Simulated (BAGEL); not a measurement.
# C2H5OSi (SMILES CC(=O)[SiH2]) at UHF/STO-3G (density fitting with qzvpp-jkfit)

What is the vertical ionisation energy of C2H5OSi at UHF/STO-3G (density fitting with qzvpp-jkfit)? 

The results are computed with BAGEL 1.2.2.

1 further run of the same task is left out (set aside as unsound or not needed). Runs told in other sessions of the task aren't counted.

## 1. Starting point

The species is C2H5OSi (9 atoms), meant as a doublet with charge 0. As SMILES, `CC(=O)[SiH2]`. The shape is that of a GFN2-xTB optimisation.

Bond lengths: C1–C2 1.514 Å, C2–O3 1.231 Å, C2–Si4 1.855 Å, C1–H5 1.088 Å, C1–H6 1.088 Å, C1–H7 1.090 Å, Si4–H8 1.446 Å, Si4–H9 1.452 Å. Some angles: C1–C2–O3 121.9°, C1–C2–Si4 118.9°, O3–C2–Si4 119.1°, C2–C1–H5 109.8°, C2–C1–H6 111.1°, C2–C1–H7 109.1°, C2–Si4–H8 119.3°, C2–Si4–H9 120.9°, H5–C1–H6 110.1°, H5–C1–H7 108.4°.

## 2. The energy at UHF/STO-3G (density fitting with qzvpp-jkfit)

job.json reads:

```json
{ "bagel": [

{
  "title": "molecule",
  "basis": "sto-3g",
  "df_basis": "qzvpp-jkfit",
  "angstrom": true,
  "geometry": [
    { "atom": "C", "xyz": [    0.264190,    1.116850,   -0.605690 ] },
    { "atom": "C", "xyz": [    0.468470,   -0.353170,   -0.307400 ] },
    { "atom": "O", "xyz": [    1.314870,   -1.025350,   -0.895990 ] },
    { "atom": "Si", "xyz": [   -0.607490,   -1.169030,    0.964310 ] },
    { "atom": "H", "xyz": [    1.141240,    1.515700,   -1.110480 ] },
    { "atom": "H", "xyz": [    0.071200,    1.677800,    0.305860 ] },
    { "atom": "H", "xyz": [   -0.594800,    1.229830,   -1.266360 ] },
    { "atom": "H", "xyz": [   -0.450200,   -2.583040,    1.222310 ] },
    { "atom": "H", "xyz": [   -1.607480,   -0.409600,    1.693440 ] }
  ]
},
{
  "title": "uhf",
  "nopen": 1
},
{
  "title": "print",
  "file": "orbitals.molden",
  "orbitals": true
}

]}
```

Started as:

```bash
$ BAGEL_NUM_THREADS=1 BAGEL job.json > job.out
```

Output:

```text
* using 1 threads per process

  ===============================================================
  ===============================================================

  *** Geometry ***

  { "atom" : "C", "xyz" : [      0.499247,      2.110541,     -1.144588 ] },
  { "atom" : "C", "xyz" : [      0.885280,     -0.667395,     -0.580902 ] },
  { "atom" : "O", "xyz" : [      2.484744,     -1.937631,     -1.693176 ] },
  { "atom" : "Si", "xyz" : [     -1.147990,     -2.209147,      1.822282 ] },
  { "atom" : "H", "xyz" : [      2.156631,      2.864258,     -2.098503 ] },
  { "atom" : "H", "xyz" : [      0.134549,      3.170582,      0.577992 ] },
  { "atom" : "H", "xyz" : [     -1.124009,      2.324042,     -2.393074 ] },
  { "atom" : "H", "xyz" : [     -0.850755,     -4.881238,      2.309831 ] },
  { "atom" : "H", "xyz" : [     -3.037697,     -0.774032,      3.200138 ] },

  Number of auxiliary basis functions:      445

  Since a DF basis is specified, we compute 2- and 3-index integrals:
    o Being stored without compression. Storage requirement is 0.003 GB

  Number of basis functions:       29
  Number of electrons      :       39

    * METHOD: MOLECULE                             0.14

  *** Open-shell HF ***

  === Nuclear Repulsion ===
   147.8856221928

      * DIIS with orbital gradients will be used.

  === UHF iteration (sto-3g) ===
      0       -436.88659488          0.04248024           0.03
      1       -436.98503080          0.03707290           0.03
      2       -437.03929116          0.02319996           0.03
      3       -437.07089229          0.00233502           0.03
      4       -437.07557879          0.00123513           0.03
      5       -437.07850552          0.00075394           0.03
      6       -437.08086587          0.00067267           0.03
      7       -437.08326486          0.00065916           0.03
      8       -437.08808347          0.00046875           0.03
      9       -437.08914966          0.00013414           0.03
     10       -437.08917845          0.00009265           0.03
     11       -437.08921008          0.00002217           0.03
     12       -437.08920354          0.00003283           0.03
     13       -437.08921111          0.00000355           0.03
     14       -437.08921122          0.00000088           0.03
     15       -437.08921125          0.00000044           0.03
     16       -437.08921126          0.00000016           0.03
     17       -437.08921126          0.00000009           0.03
     18       -437.08921126          0.00000006           0.03
     19       -437.08921126          0.00000005           0.03
     20       -437.08921126          0.00000004           0.03
     21       -437.08921126          0.00000003           0.03
     22       -437.08921126          0.00000001           0.03
     23       -437.08921126          0.00000001           0.03
    * SCF iteration converged.

    * S^2 (UHF) is 1.0774

    * Permanent dipole moment:
           (    0.490405,    -0.272781,    -0.361459) a.u.

    * METHOD: UHF                                  0.77

    * METHOD: PRINT                                0.00

  ===============================================================
```

It took 1.1 s on 1 thread of Arm Neoverse V1, shared host.

## 3. The singlet cation

job.json reads:

```json
{ "bagel": [

{
  "title": "molecule",
  "basis": "sto-3g",
  "df_basis": "qzvpp-jkfit",
  "angstrom": true,
  "geometry": [
    { "atom": "C", "xyz": [       0.264190,       1.116850,      -0.605690 ] },
    { "atom": "C", "xyz": [       0.468470,      -0.353170,      -0.307400 ] },
    { "atom": "O", "xyz": [       1.314870,      -1.025350,      -0.895990 ] },
    { "atom": "Si", "xyz": [      -0.607490,      -1.169030,       0.964310 ] },
    { "atom": "H", "xyz": [       1.141240,       1.515700,      -1.110480 ] },
    { "atom": "H", "xyz": [       0.071200,       1.677800,       0.305860 ] },
    { "atom": "H", "xyz": [      -0.594800,       1.229830,      -1.266360 ] },
    { "atom": "H", "xyz": [      -0.450200,      -2.583040,       1.222310 ] },
    { "atom": "H", "xyz": [      -1.607480,      -0.409600,       1.693440 ] }
  ]
},

{
  "title": "hf",
  "charge": 1
},

{
  "title": "print",
  "file": "orbitals.molden",
  "orbitals": true
}

]}
```

Started as:

```bash
$ BAGEL_NUM_THREADS=1 BAGEL job.json > job.out
```

Output:

```text
* using 1 threads per process

  ===============================================================
  ===============================================================

  *** Geometry ***

  { "atom" : "C", "xyz" : [      0.499247,      2.110541,     -1.144588 ] },
  { "atom" : "C", "xyz" : [      0.885280,     -0.667395,     -0.580902 ] },
  { "atom" : "O", "xyz" : [      2.484744,     -1.937631,     -1.693176 ] },
  { "atom" : "Si", "xyz" : [     -1.147990,     -2.209147,      1.822282 ] },
  { "atom" : "H", "xyz" : [      2.156631,      2.864258,     -2.098503 ] },
  { "atom" : "H", "xyz" : [      0.134549,      3.170582,      0.577992 ] },
  { "atom" : "H", "xyz" : [     -1.124009,      2.324042,     -2.393074 ] },
  { "atom" : "H", "xyz" : [     -0.850755,     -4.881238,      2.309831 ] },
  { "atom" : "H", "xyz" : [     -3.037697,     -0.774032,      3.200138 ] },

  Number of auxiliary basis functions:      445

  Since a DF basis is specified, we compute 2- and 3-index integrals:
    o Being stored without compression. Storage requirement is 0.003 GB

  Number of basis functions:       29
  Number of electrons      :       39

    * METHOD: MOLECULE                             0.14

  *** RHF ***

  === Nuclear Repulsion ===
   147.8856221928

      * DIIS with orbital gradients will be used.

  === RHF iteration (sto-3g) ===
      0       -436.69415466          0.02857781           0.01
      1       -436.78763987          0.02471591           0.01
      2       -436.90314138          0.00226831           0.01
      3       -436.90638277          0.00089820           0.01
      4       -436.90697606          0.00027327           0.01
      5       -436.90703007          0.00005189           0.01
      6       -436.90703160          0.00001008           0.01
      7       -436.90703165          0.00000305           0.01
      8       -436.90703165          0.00000105           0.01
      9       -436.90703165          0.00000034           0.01
     10       -436.90703165          0.00000022           0.01
     11       -436.90703165          0.00000013           0.01
     12       -436.90703165          0.00000005           0.01
     13       -436.90703165          0.00000001           0.01
     14       -436.90703165          0.00000001           0.01
    * SCF iteration converged.

    * Permanent dipole moment:
           (    1.451975,     0.644290,    -1.565388) a.u.

    * METHOD: HF                                   0.29

    * METHOD: PRINT                                0.00

  ===============================================================
```

Wall time 0.56 s (1 thread of Arm Neoverse V1, shared host).

## 4. Outcome

At UHF/STO-3G (density fitting with qzvpp-jkfit):

```
                                          quantity          value
                     doublet C2H5OSi: total energy  -437.08921 Eh
                    doublet C2H5OSi: dipole moment         1.70 D
                             doublet C2H5OSi: ⟨S²⟩          1.077
                      singlet cation: total energy  -436.90703 Eh
                       singlet cation: HOMO energy      -14.91 eV
                       singlet cation: LUMO energy       -3.76 eV
                     singlet cation: HOMO–LUMO gap       11.15 eV
vertical ionisation energy (to the singlet cation)       4.957 eV
```

The vertical ionisation energy comes to 4.96 eV (478 kJ/mol). In a minimal basis such a difference can be off by several eV, whatever the method. ⟨S²⟩ (doublet C2H5OSi) is 1.08 where a pure doublet has 0.75: the reference is spin-contaminated.
